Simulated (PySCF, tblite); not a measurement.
# C6H10BF+ (doublet): geometry, infrared bands and EPR parameters

Wanted: the infrared bands and EPR parameters of C6H10BF+ (doublet) (`[CH2+][CH]CB/C=C\CF`), by calculation.

Programs: tblite 0.8.0 and PySCF 2.14.0, with density-fitted response routines of our own. Each step states its level of theory. These are calculated values for one molecule in the gas phase, unless marked as measured. Atoms count from 0, in the outputs and in this text.

## 1. The molecule as given

18 atoms, charge 1, multiplicity 2; geometry from: force field or distance geometry start.

Bonds of the start (Å): C0–C1 1.52, C1–C2 1.50, C2–B3 1.61, B3–C4 1.56, C4–C5 1.33, C5–C6 1.48, C6–F7 1.38, C0–H8 1.08, C0–H9 1.11, C1–H10 1.08, C2–H11 1.12, C2–H12 1.12, B3–H13 1.20, C4–H14 1.11, C5–H15 1.10, C6–H16 1.13, C6–H17 1.12.

## 2. Relaxing the molecule with GFN2-xTB

The job: settings as JSON, then the geometry in Å.

```
{"job": {"kind": "relax", "xc": "GFN2-xTB", "basis": "xTB"}, "charge": 1, "multiplicity": 2}
C      3.362200     0.281300     0.457600
C      2.263900     0.011800    -0.561700
C      1.072800    -0.510800     0.175700
B     -0.164800    -0.832200    -0.807700
C     -1.143500     0.308100    -1.230600
C     -2.200300     0.659800    -0.510300
C     -2.563100     0.028400     0.772600
F     -1.707300    -0.976100     1.171700
H      4.151400    -0.434800     0.657300
H      3.338500     1.236400     1.016100
H      2.089100     0.831500    -1.240900
H      1.365500    -1.478700     0.651700
H      0.748200     0.159800     1.009900
H     -0.636100    -1.931000    -0.738300
H     -0.898300     0.811200    -2.187900
H     -2.845500     1.475000    -0.857200
H     -2.671000     0.804300     1.589800
H     -3.570500    -0.437600     0.620700
```

Run with:

```sh
OMP_NUM_THREADS=1 python probes_run.py task.json out
```

One launch serves the whole session: the jobs run in the order shown.

**Question.** This job is followed by: GFN2-xTB harmonic vibrations, gas phase; UKS B3LYP, pcH-1 on B C F H, non-relativistic, mean-field spin-orbit, GIAO. What will the session give for the following? strongest single infrared mode (GFN2-xTB); zero-point energy (GFN2-xTB); g(iso) (B3LYP); ⟨S²⟩; largest a(iso) (averaged by class).

**Answer**, as computed:

| quantity | value |
| --- | --- |
| strongest single infrared mode (GFN2-xTB) | 1541 cm⁻¹, 498 km/mol |
| zero-point energy (GFN2-xTB) | 88.4 kcal/mol |
| g(iso) (B3LYP) | 2.00293 |
| ⟨S²⟩ | 0.761 (exact 0.75) |
| largest a(iso) (averaged by class) | 1H on H13, 78.9 MHz |

**Reading.** Relaxing lowered the energy by 3.004 eV in 157 steps; the close pair that moved most is C0–C1, from 1.522 to 1.349 Å. No mode is imaginary among the 48: a minimum at this level. The strongest single mode, at 1541 cm⁻¹, is carried by C1, C0, C5, C4. Unscaled tight-binding wavenumbers are off by several per cent, some by more. Its intensities can rank the bands wrongly. C0 carries the largest spin population, 0.44 e. The isotropic g lies 0.6 ppt above the free-electron value.
